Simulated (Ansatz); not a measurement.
**C₂H₃BO₂: a spread of methods and bases**

How do the results and run time of C₂H₃BO₂ respond when the settings are drawn wide?

Method: the settings change from run to run; program: Ansatz 0.2.0, Gaussian basis.

### Step 1. The geometry

The geometry comes from an earlier relaxation with PBE0-D4 in a triple-zeta def2 set; it is a stationary point, not always the lowest conformer.

8 atoms, charge 0, spin multiplicity 1.

Atoms are counted from 1 here; the program's logs count them from 0.

Bond lengths: O1–C2 1.203 Å, C2–B3 1.534 Å, C2–C4 1.455 Å, B3–C4 1.651 Å, B3–O5 1.559 Å, B3–H6 1.182 Å, C4–O5 1.478 Å, C4–H7 1.081 Å, O5–H8 0.965 Å. Angles: O1–C2–B3 148.9°, O1–C2–C4 135.9°, B3–C2–C4 67.0°, C2–B3–C4 54.2°, C2–B3–O5 94.2°, C2–B3–H6 146.3°, C4–B3–O5 54.7°, C4–B3–H6 137.6°, O5–B3–H6 118.1°, C2–C4–B3 58.8°, C2–C4–O5 101.2°, C2–C4–H7 144.0°, B3–C4–O5 59.5°, B3–C4–H7 140.2°, O5–C4–H7 114.7°, B3–O5–C4 65.8°, B3–O5–H8 114.4°, C4–O5–H8 110.1°.

### Step 2. PBEsol/def2-TZVP

Options: coordinates scaled by 0.96, D3(BJ) with three-body dispersion, high accuracy.

The input, in.yaml:

```yaml
crystal:
  periodic: [false, false, false]
  atoms:
    - {symbol: O, position_ang: [1.191143, -1.579454, 0.963117]}
    - {symbol: C, position_ang: [0.502375, -0.750084, 0.548217]}
    - {symbol: B, position_ang: [0.049782, 0.651071, 0.590040]}
    - {symbol: C, position_ang: [0.201159, -0.235822, -0.714940]}
    - {symbol: O, position_ang: [-1.008604, 0.455993, -0.449733]}
    - {symbol: H, position_ang: [0.289564, 1.711416, 0.915652]}
    - {symbol: H, position_ang: [0.536466, -0.163476, -1.693880]}
    - {symbol: H, position_ang: [-1.673372, -0.144460, -0.212038]}
basis:
  gaussian: {orbitals: def2-TZVP}
hamiltonian: {xc: {name: PBEsol}, dispersion: d3bjatm}
accuracy: high
```

Run with:

```sh
$ ansatz run in.yaml --threads 2 --pin off --events-out ev --progress --plain --max-ram 4352MiB
```

The program printed:

```text
Functional definition: PBEsol
  name "PBEsol"
  cite "Perdew et al., Phys. Rev. Lett. 100, 136406 (2008) doi:10.1103/PhysRevLett.100.136406"
  cite "Perdew, Burke & Ernzerhof, Phys. Rev. Lett. 77, 3865 (1996) doi:10.1103/PhysRevLett.77.3865"
  parent pbesol
  exchange = pbesol_x
  correlation = pbesol_c
3060 factors; integrals over basis functions are off by at most 3.6e-9 eV
mean field evaluation 1: about -6849.6465 eV, gradient 6.6e1 eV
mean field evaluation 2: about -6796.2178 eV, gradient 1.4e2 eV
mean field evaluation 4: about -6858.2867 eV, gradient 1.2e1 eV
mean field evaluation 8: about -6858.6831 eV, gradient 7.3e-1 eV
mean field evaluation 16: about -6858.6807 eV, gradient 2.2e-4 eV
mean field -6858.68068071 eV, -252.0518660354 hartree, gradient 1.6e-8 eV, S^2 0.000000; 0 other end points of the search recorded, 0 dependent functions left out
reference -6858.68068432 eV, -252.0518661679 hartree; 18, 18 occupied and 155, 155 virtual orbitals, 3060 factors
Total energy: -6858.72787815 eV, -252.0536005091 hartree
```

Wall time 10 s (2 threads of Intel Xeon Platinum 8488C, shared host); peak memory 0.7 GiB.

### Step 3. B2PLYP/def2-TZVPD

Set apart from the defaults: finite nuclei.

The input, in.yaml:

```yaml
crystal:
  periodic: [false, false, false]
  atoms:
    - {symbol: O, position_ang: [1.240774, -1.645265, 1.003246]}
    - {symbol: C, position_ang: [0.523307, -0.781337, 0.571059]}
    - {symbol: B, position_ang: [0.051856, 0.678199, 0.614625]}
    - {symbol: C, position_ang: [0.209541, -0.245648, -0.744729]}
    - {symbol: O, position_ang: [-1.050629, 0.474993, -0.468472]}
    - {symbol: H, position_ang: [0.301629, 1.782725, 0.953804]}
    - {symbol: H, position_ang: [0.558819, -0.170287, -1.764458]}
    - {symbol: H, position_ang: [-1.743096, -0.150479, -0.220873]}
basis:
  gaussian: {orbitals: def2-TZVPD, nuclear_model: gaussian}
hamiltonian: {xc: {name: B2PLYP}}
```

Same command.

The program printed, cut to the lines that bear on the results:

```text
Functional definition: B2PLYP
  name "B2PLYP"
  cite "Grimme, J. Chem. Phys. 124, 034108 (2006) doi:10.1063/1.2148954"
  cite "Becke, Phys. Rev. A 38, 3098 (1988) doi:10.1103/PhysRevA.38.3098"
  cite "Lee, Yang & Parr, Phys. Rev. B 37, 785 (1988) doi:10.1103/PhysRevB.37.785"
[...]
1425 factors; integrals over basis functions are off by at most 8.3e-4 eV
[...]
mean field -6879.77866048 eV, -252.8272024913 hartree, gradient 2.6e-6 eV, S^2 0.000000; 0 other end points of the search recorded, 0 dependent functions left out
5 core orbitals not correlated: weight in the atoms' cores, before any rotation towards them, 1.000 or more for the frozen orbitals, at most 0.000 for the correlated occupied ones
reference -6879.77883194 eV, -252.8272087921 hartree; 13, 13 occupied and 200, 200 virtual orbitals, 1425 factors
second order -29.40937482 eV of doubles, -0.00000000 eV of singles
Total energy: -6887.71936314 eV, -253.1190179314 hartree
```

Wall time 11 s (2 threads of Intel Xeon Platinum 8488C, shared host); peak memory 0.58 GiB.

### Step 4. PBE-QIDH/def2-mTZVP

Set apart from the defaults: finite nuclei, high accuracy.

in.yaml, as its differences from that of step 3:

```diff
@@ -12,3 +12,5 @@
 basis:
-  gaussian: {orbitals: def2-TZVPD, nuclear_model: gaussian}
-hamiltonian: {xc: {name: B2PLYP}}
+  gaussian: {orbitals: def2-mTZVP, nuclear_model: gaussian}
+hamiltonian: {xc: {name: PBE-QIDH}}
+accuracy: high
+output: {forces: true}
```

Same command.

The program printed, cut to the lines that bear on the results:

```text
Functional definition: PBE-QIDH
  name "PBE-QIDH"
  cite "Brémond, Sancho-García, Pérez-Jiménez & Adamo, J. Chem. Phys. 141, 031101 (2014) doi:10.1063/1.4890314"
  cite "Perdew, Burke & Ernzerhof, Phys. Rev. Lett. 77, 3865 (1996) doi:10.1103/PhysRevLett.77.3865"
[...]
2324 factors; integrals over basis functions are off by at most 3.7e-9 eV
[...]
mean field -6874.27274434 eV, -252.6248638050 hartree, gradient 3.2e-8 eV, S^2 0.000000; 0 other end points of the search recorded, 0 dependent functions left out
5 core orbitals not correlated: weight in the atoms' cores, before any rotation towards them, 1.000 or more for the frozen orbitals, at most 0.000 for the correlated occupied ones
reference -6874.27274548 eV, -252.6248638469 hartree; 13, 13 occupied and 96, 96 virtual orbitals, 2324 factors
second order -23.16799985 eV of doubles, -0.00000000 eV of singles
[...]
Total energy: -6881.99541209 eV, -252.9086666104 hartree
Atom 0 at     1.240774    -1.645265     1.003246 Å, force     0.225277    -0.277096     0.124749 eV/Å
Atom 1 at     0.523307    -0.781337     0.571059 Å, force    -0.332759     0.438677    -0.215889 eV/Å
Atom 2 at     0.051856     0.678199     0.614625 Å, force     0.005098     0.060422    -0.046464 eV/Å
Atom 3 at     0.209541    -0.245648    -0.744729 Å, force     0.026053     0.007167    -0.076353 eV/Å
Atom 4 at    -1.050629     0.474993    -0.468472 Å, force     0.080638    -0.061776     0.111773 eV/Å
Atom 5 at     0.301629     1.782725     0.953804 Å, force    -0.030289    -0.168916    -0.046810 eV/Å
Atom 6 at     0.558819    -0.170287    -1.764458 Å, force    -0.038314    -0.014821     0.162609 eV/Å
Atom 7 at    -1.743096    -0.150479    -0.220873 Å, force     0.064297     0.016343    -0.013615 eV/Å
Dipole moment:    -0.724000     0.367411    -0.474088 e Å
```

It took 22 s on 2 threads of Intel Xeon Platinum 8488C, shared host; peak memory 0.57 GiB.

Largest force 0.591 eV/Å, dipole 4.52 D.

### Step 5. revPBE0/def2-TZVPP

Set apart from the defaults: charge +1, multiplicity 2, atoms shaken by 0.15 Å, finite nuclei.

The input, in.yaml:

```yaml
crystal:
  periodic: [false, false, false]
  atoms:
    - {symbol: O, position_ang: [1.070663, -1.854728, 1.103218]}
    - {symbol: C, position_ang: [0.288750, -0.979442, 0.630373]}
    - {symbol: B, position_ang: [-0.003644, 0.604032, 0.615223]}
    - {symbol: C, position_ang: [0.190145, -0.440888, -0.751556]}
    - {symbol: O, position_ang: [-1.167505, 0.503921, -0.435713]}
    - {symbol: H, position_ang: [0.459028, 1.811295, 0.753875]}
    - {symbol: H, position_ang: [0.417165, -0.103185, -1.674161]}
    - {symbol: H, position_ang: [-1.790066, -0.116731, 0.217253]}
basis:
  gaussian: {orbitals: def2-TZVPP, nuclear_model: gaussian}
total_charge: 1
magnetization: {spin_polarized: true, initial_magnetization: 1}
hamiltonian: {xc: {name: revPBE0}}
output: {forces: true}
```

The command is unchanged.

The program printed, cut to the lines that bear on the results:

```text
Functional definition: revPBE0
  name "revPBE0"
  cite "Zhang & Yang, Phys. Rev. Lett. 80, 890 (1998) doi:10.1103/PhysRevLett.80.890"
  cite "Adamo & Barone, J. Chem. Phys. 110, 6158 (1999) doi:10.1063/1.478522"
  cite "Perdew, Burke & Ernzerhof, Phys. Rev. Lett. 77, 3865 (1996) doi:10.1103/PhysRevLett.77.3865"
[...]
1008 factors; their error is unknown
[...]
mean field -6879.06390113 eV, -252.8009355695 hartree, gradient 2.5e-5 eV, S^2 0.761620; 2 other end points of the search recorded, 0 dependent functions left out
[...]
reference -6879.06393300 eV, -252.8009367409 hartree; 18, 17 occupied and 179, 180 virtual orbitals, 1008 factors
Total energy: -6879.06393300 eV, -252.8009367409 hartree
Atom 0 at     1.070663    -1.854728     1.103218 Å, force    -2.162269     2.350204    -0.771114 eV/Å
Atom 1 at     0.288750    -0.979442     0.630373 Å, force     3.199007    -1.132189    -2.656432 eV/Å
Atom 2 at    -0.003644     0.604032     0.615223 Å, force     0.271973     2.664620    -1.742510 eV/Å
Atom 3 at     0.190145    -0.440888    -0.751556 Å, force    -3.864630    -0.430698     7.014056 eV/Å
Atom 4 at    -1.167505     0.503921    -0.435713 Å, force     0.243003    -3.315356     3.861863 eV/Å
Atom 5 at     0.459028     1.811295     0.753875 Å, force    -0.713029    -2.366556     0.637075 eV/Å
Atom 6 at     0.417165    -0.103185    -1.674161 Å, force     1.561198     0.160324    -3.226364 eV/Å
Atom 7 at    -1.790066    -0.116731     0.217253 Å, force     1.464747     2.069651    -3.116574 eV/Å
Dipole moment:    -0.290236     0.236554    -0.128916 e Å
```

It took 11 s on 2 threads of Intel Xeon Platinum 8488C, shared host; peak memory 0.48 GiB.

Largest force 8.020 eV/Å, ⟨S²⟩ 0.762.

### Step 6. PBEsol/def2-TZVPD

Set apart from the defaults: multiplicity 3, relativity set to none.

The input, in.yaml:

```yaml
crystal:
  periodic: [false, false, false]
  atoms:
    - {symbol: O, position_ang: [1.240774, -1.645265, 1.003246]}
    - {symbol: C, position_ang: [0.523307, -0.781337, 0.571059]}
    - {symbol: B, position_ang: [0.051856, 0.678199, 0.614625]}
    - {symbol: C, position_ang: [0.209541, -0.245648, -0.744729]}
    - {symbol: O, position_ang: [-1.050629, 0.474993, -0.468472]}
    - {symbol: H, position_ang: [0.301629, 1.782725, 0.953804]}
    - {symbol: H, position_ang: [0.558819, -0.170287, -1.764458]}
    - {symbol: H, position_ang: [-1.743096, -0.150479, -0.220873]}
basis:
  gaussian: {orbitals: def2-TZVPD}
magnetization: {spin_polarized: true, initial_magnetization: 2}
hamiltonian: {xc: {name: PBEsol}, pseudopotentials: {relativity: none}}
output: {forces: true}
```

Launched as before.

The program printed, cut to the lines that bear on the results:

```text
Functional definition: PBEsol
  name "PBEsol"
  cite "Perdew et al., Phys. Rev. Lett. 100, 136406 (2008) doi:10.1103/PhysRevLett.100.136406"
  cite "Perdew, Burke & Ernzerhof, Phys. Rev. Lett. 77, 3865 (1996) doi:10.1103/PhysRevLett.77.3865"
  parent pbesol
[...]
1034 factors; their error is unknown
[...]
mean field -6856.27664148 eV, -251.9635192233 hartree, gradient 9.1e-6 eV, S^2 2.004276; 6 other end points of the search recorded, 0 dependent functions left out
[...]
reference -6856.27671407 eV, -251.9635218909 hartree; 19, 17 occupied and 199, 201 virtual orbitals, 1034 factors
Total energy: -6856.27671407 eV, -251.9635218909 hartree
Atom 0 at     1.240774    -1.645265     1.003246 Å, force     1.906792    -2.070401     1.501997 eV/Å
Atom 1 at     0.523307    -0.781337     0.571059 Å, force    -1.764008     0.008324    -1.411680 eV/Å
Atom 2 at     0.051856     0.678199     0.614625 Å, force     0.874761     0.816955    -1.735769 eV/Å
Atom 3 at     0.209541    -0.245648    -0.744729 Å, force     0.348340     1.402168     1.328634 eV/Å
Atom 4 at    -1.050629     0.474993    -0.468472 Å, force    -0.261201     1.228204    -0.583703 eV/Å
Atom 5 at     0.301629     1.782725     0.953804 Å, force     0.090567     0.135438     0.363721 eV/Å
Atom 6 at     0.558819    -0.170287    -1.764458 Å, force     0.493366    -0.094063    -0.089275 eV/Å
Atom 7 at    -1.743096    -0.150479    -0.220873 Å, force    -1.688617    -1.426624     0.626076 eV/Å
Dipole moment:    -0.227128     0.162145    -0.278995 e Å
```

Wall time 14 s (2 threads of Intel Xeon Platinum 8488C, shared host); peak memory 0.44 GiB.

Largest force 3.190 eV/Å, dipole 1.90 D, ⟨S²⟩ 2.004.

### Step 7. B3LYP/6-31G

Options: atoms shaken by 0.15 Å, high accuracy.

The input, in.yaml:

```yaml
crystal:
  periodic: [false, false, false]
  atoms:
    - {symbol: O, position_ang: [1.129518, -1.644858, 1.010464]}
    - {symbol: C, position_ang: [0.693835, -0.930344, 0.794138]}
    - {symbol: B, position_ang: [-0.080490, 0.732476, 0.595722]}
    - {symbol: C, position_ang: [0.276974, -0.436827, -0.666108]}
    - {symbol: O, position_ang: [-0.871497, 0.663853, -0.337660]}
    - {symbol: H, position_ang: [0.401796, 1.764451, 1.051658]}
    - {symbol: H, position_ang: [0.581124, -0.201327, -2.186138]}
    - {symbol: H, position_ang: [-1.602791, -0.418830, -0.210672]}
basis:
  gaussian: {orbitals: 6-31G}
hamiltonian: {xc: {name: B3LYP}}
accuracy: high
output: {forces: true}
```

Same command.

The program printed, cut to the lines that bear on the results:

```text
Functional definition: B3LYP
  name "B3LYP"
  cite "Stephens, Devlin, Chabalowski & Frisch, J. Phys. Chem. 98, 11623 (1994) doi:10.1021/j100096a001"
  cite "Becke, Phys. Rev. A 38, 3098 (1988) doi:10.1103/PhysRevA.38.3098"
  cite "Lee, Yang & Parr, Phys. Rev. B 37, 785 (1988) doi:10.1103/PhysRevB.37.785"
  cite "Vosko, Wilk & Nusair, Can. J. Phys. 58, 1200 (1980) doi:10.1139/p80-159"
[...]
1275 factors; integrals over basis functions are off by at most 3.4e-9 eV
[...]
mean field -6869.37631712 eV, -252.4449234237 hartree, gradient 3.0e-8 eV, S^2 0.000000; 0 other end points of the search recorded, 0 dependent functions left out
[...]
reference -6869.37635055 eV, -252.4449246523 hartree; 18, 18 occupied and 33, 33 virtual orbitals, 1275 factors
Total energy: -6869.37635055 eV, -252.4449246523 hartree
Atom 0 at     1.129518    -1.644858     1.010464 Å, force    51.687088   -82.457292    26.820204 eV/Å
Atom 1 at     0.693835    -0.930344     0.794138 Å, force   -53.357973    83.223234   -25.442770 eV/Å
Atom 2 at    -0.080490     0.732476     0.595722 Å, force    10.601545     1.335664    10.028031 eV/Å
Atom 3 at     0.276974    -0.436827    -0.666108 Å, force     2.092272     0.211274    -6.931439 eV/Å
Atom 4 at    -0.871497     0.663853    -0.337660 Å, force   -12.081101    -3.934732    -6.744689 eV/Å
Atom 5 at     0.401796     1.764451     1.051658 Å, force    -0.225198    -0.935694    -0.498466 eV/Å
Atom 6 at     0.581124    -0.201327    -2.186138 Å, force    -0.764043    -0.530010     3.985729 eV/Å
Atom 7 at    -1.602791    -0.418830    -0.210672 Å, force     2.047411     3.087557    -1.216600 eV/Å
Dipole moment:    -0.374211    -0.106961     0.205523 e Å
```

Run time: 4 s. Hardware: 2 threads of Intel Xeon Platinum 8488C, shared host.

Largest force 102.081 eV/Å, dipole 2.11 D.

### Step 8. PBE0/def2-mTZVPP

Options: D3(BJ) with three-body dispersion.

The input, in.yaml:

```yaml
crystal:
  periodic: [false, false, false]
  atoms:
    - {symbol: O, position_ang: [1.240774, -1.645265, 1.003246]}
    - {symbol: C, position_ang: [0.523307, -0.781337, 0.571059]}
    - {symbol: B, position_ang: [0.051856, 0.678199, 0.614625]}
    - {symbol: C, position_ang: [0.209541, -0.245648, -0.744729]}
    - {symbol: O, position_ang: [-1.050629, 0.474993, -0.468472]}
    - {symbol: H, position_ang: [0.301629, 1.782725, 0.953804]}
    - {symbol: H, position_ang: [0.558819, -0.170287, -1.764458]}
    - {symbol: H, position_ang: [-1.743096, -0.150479, -0.220873]}
basis:
  gaussian: {orbitals: def2-mTZVPP}
hamiltonian: {xc: {name: PBE0}, dispersion: d3bjatm}
```

Launched as before.

The program printed:

```text
Functional definition: PBE0
  name "PBE0"
  cite "Adamo & Barone, J. Chem. Phys. 110, 6158 (1999) doi:10.1063/1.478522"
  cite "Perdew, Burke & Ernzerhof, Phys. Rev. Lett. 77, 3865 (1996) doi:10.1103/PhysRevLett.77.3865"
  parent pbe
  parameter a = 0.25
  parameter kappa = 0.804
  parameter beta = 0.06672455060314922
  exchange = (1 - a)*pbe_x(kappa = kappa, mu = beta*pi^2/3) + a*exact_x
  correlation = pbe_c(beta = beta)
1018 factors; their error is unknown
mean field evaluation 1: about -6879.2426 eV, gradient 5.2e1 eV
mean field evaluation 2: about -6871.2039 eV, gradient 8.2e1 eV
mean field evaluation 4: about -6884.7776 eV, gradient 4.4e0 eV
mean field evaluation 8: about -6884.8158 eV, gradient 1.6e-1 eV
mean field evaluation 16: about -6884.8249 eV, gradient 1.5e-4 eV
mean field -6884.82485260 eV, -253.0126466312 hartree, gradient 2.6e-5 eV, S^2 0.000000; 0 other end points of the search recorded, 0 dependent functions left out
reference -6884.82488017 eV, -253.0126476445 hartree; 18, 18 occupied and 102, 102 virtual orbitals, 1018 factors
Total energy: -6884.93833414 eV, -253.0168170008 hartree
```

Wall time 1.8 s (2 threads of Intel Xeon Platinum 8488C, shared host).

### Step 9. LC-wPBE/6-31++G**

This run has high accuracy.

in.yaml, as its differences from that of step 8:

```diff
@@ -12,3 +12,5 @@
 basis:
-  gaussian: {orbitals: def2-mTZVPP}
-hamiltonian: {xc: {name: PBE0}, dispersion: d3bjatm}
+  gaussian: {orbitals: "6-31++G**"}
+hamiltonian: {xc: {name: LC-wPBE}}
+accuracy: high
+output: {forces: true}
```

Launched as before.

The program printed, cut to the lines that bear on the results:

```text
Functional definition: LC-wPBE
  name "LC-wPBE"
  cite "Vydrov & Scuseria, J. Chem. Phys. 125, 234109 (2006) doi:10.1063/1.2409292"
  cite "Heyd & Scuseria, J. Chem. Phys. 120, 7274 (2004) doi:10.1063/1.1668634"
  cite "Ernzerhof & Perdew, J. Chem. Phys. 109, 3313 (1998) doi:10.1063/1.476928"
  cite "Perdew, Burke & Ernzerhof, Phys. Rev. Lett. 77, 3865 (1996) doi:10.1103/PhysRevLett.77.3865"
  parent pbe
[...]
2342 factors; integrals over basis functions are off by at most 3.1e-9 eV
624 factors; integrals over basis functions are off by at most 1.7e-9 eV
[...]
mean field -6885.89366132 eV, -253.0519246271 hartree, gradient 6.7e-8 eV, S^2 0.000000; 0 other end points of the search recorded, 0 dependent functions left out
[...]
reference -6885.89366132 eV, -253.0519246271 hartree; 18, 18 occupied and 95, 95 virtual orbitals, 2342 factors
Total energy: -6885.89366132 eV, -253.0519246271 hartree
Atom 0 at     1.240774    -1.645265     1.003246 Å, force     0.388564    -0.490285     0.216903 eV/Å
Atom 1 at     0.523307    -0.781337     0.571059 Å, force    -0.482854     0.474828    -0.181346 eV/Å
Atom 2 at     0.051856     0.678199     0.614625 Å, force     0.120434    -0.025839    -0.226239 eV/Å
Atom 3 at     0.209541    -0.245648    -0.744729 Å, force     0.019750     0.269878     0.098212 eV/Å
Atom 4 at    -1.050629     0.474993    -0.468472 Å, force     0.040937    -0.165478     0.112309 eV/Å
Atom 5 at     0.301629     1.782725     0.953804 Å, force     0.009682    -0.014033     0.015978 eV/Å
Atom 6 at     0.558819    -0.170287    -1.764458 Å, force     0.043399    -0.037075    -0.006320 eV/Å
Atom 7 at    -1.743096    -0.150479    -0.220873 Å, force    -0.139912    -0.011997    -0.029496 eV/Å
Dipole moment:    -0.742305     0.374359    -0.472293 e Å
```

Run time: 9 s. Hardware: 2 threads of Intel Xeon Platinum 8488C, shared host; peak memory 0.41 GiB.

Largest force 0.701 eV/Å, dipole 4.59 D.

### Step 10. LC-wPBE/def2-mTZVP

This run has charge +1, multiplicity 2.

in.yaml, as its differences from that of step 9:

```diff
@@ -12,5 +12,5 @@
 basis:
-  gaussian: {orbitals: "6-31++G**"}
+  gaussian: {orbitals: def2-mTZVP}
+total_charge: 1
+magnetization: {spin_polarized: true, initial_magnetization: 1}
 hamiltonian: {xc: {name: LC-wPBE}}
-accuracy: high
-output: {forces: true}
```

The command is unchanged.

The program printed, cut to the lines that bear on the results:

```text
Functional definition: LC-wPBE
  name "LC-wPBE"
  cite "Vydrov & Scuseria, J. Chem. Phys. 125, 234109 (2006) doi:10.1063/1.2409292"
  cite "Heyd & Scuseria, J. Chem. Phys. 120, 7274 (2004) doi:10.1063/1.1668634"
  cite "Ernzerhof & Perdew, J. Chem. Phys. 109, 3313 (1998) doi:10.1063/1.476928"
  cite "Perdew, Burke & Ernzerhof, Phys. Rev. Lett. 77, 3865 (1996) doi:10.1103/PhysRevLett.77.3865"
  parent pbe
[...]
978 factors; their error is unknown
367 factors; integrals over basis functions are off by at most 2.4e-5 eV
[...]
mean field -6878.73988061 eV, -252.7890280351 hartree, gradient 5.1e-5 eV, S^2 0.760572; 2 other end points of the search recorded, 0 dependent functions left out
reference -6878.73988062 eV, -252.7890280353 hartree; 18, 17 occupied and 96, 97 virtual orbitals, 978 factors
Total energy: -6878.73988062 eV, -252.7890280353 hartree
```

Wall time 7.5 s (2 threads of Intel Xeon Platinum 8488C, shared host); peak memory 0.31 GiB.

⟨S²⟩ 0.761.

### Step 11. The runs in one table

```tsv
level	charge	multiplicity	geometry	functions	energy (eV)	time
PBEsol/def2-TZVP	0	1	scaled	173	-6858.728	10 s
B2PLYP/def2-TZVPD	0	1	relaxed	218	-6887.719	11 s
PBE-QIDH/def2-mTZVP	0	1	relaxed	114	-6881.995	22 s
revPBE0/def2-TZVPP	1	2	shaken	197	-6879.064	11 s
PBEsol/def2-TZVPD	0	3	relaxed	218	-6856.277	14 s
B3LYP/6-31G	0	1	shaken	51	-6869.376	4 s
PBE0/def2-mTZVPP	0	1	relaxed	120	-6884.938	1.8 s
LC-wPBE/6-31++G**	0	1	relaxed	113	-6885.894	9 s
LC-wPBE/def2-mTZVP	1	2	relaxed	114	-6878.740	7.5 s
```

### Step 12. Outcome

| quantity | value |
| --- | --- |
| runs | 9 |
| quickest | PBE0/def2-mTZVPP, 1.8 s |
| slowest | PBE-QIDH/def2-mTZVP, 22 s |
| spread of total energies, same state and geometry | 5.7 eV |
| dipole, same state and geometry | 4.52 to 4.59 D |

**Reading.** PBE-QIDH/def2-mTZVP took 12 times as long as PBE0/def2-mTZVPP. The jobs differ in tasks and options as well as level. The totals spread over 6 eV; they can't be compared across methods or bases. At the PBE0-D4/def2-TZVP geometry and in the same state, runs without warnings or point charges leave forces up to 0.70 eV/Å (LC-wPBE/6-31++G**), against 102.1 eV/Å where the atoms were moved.
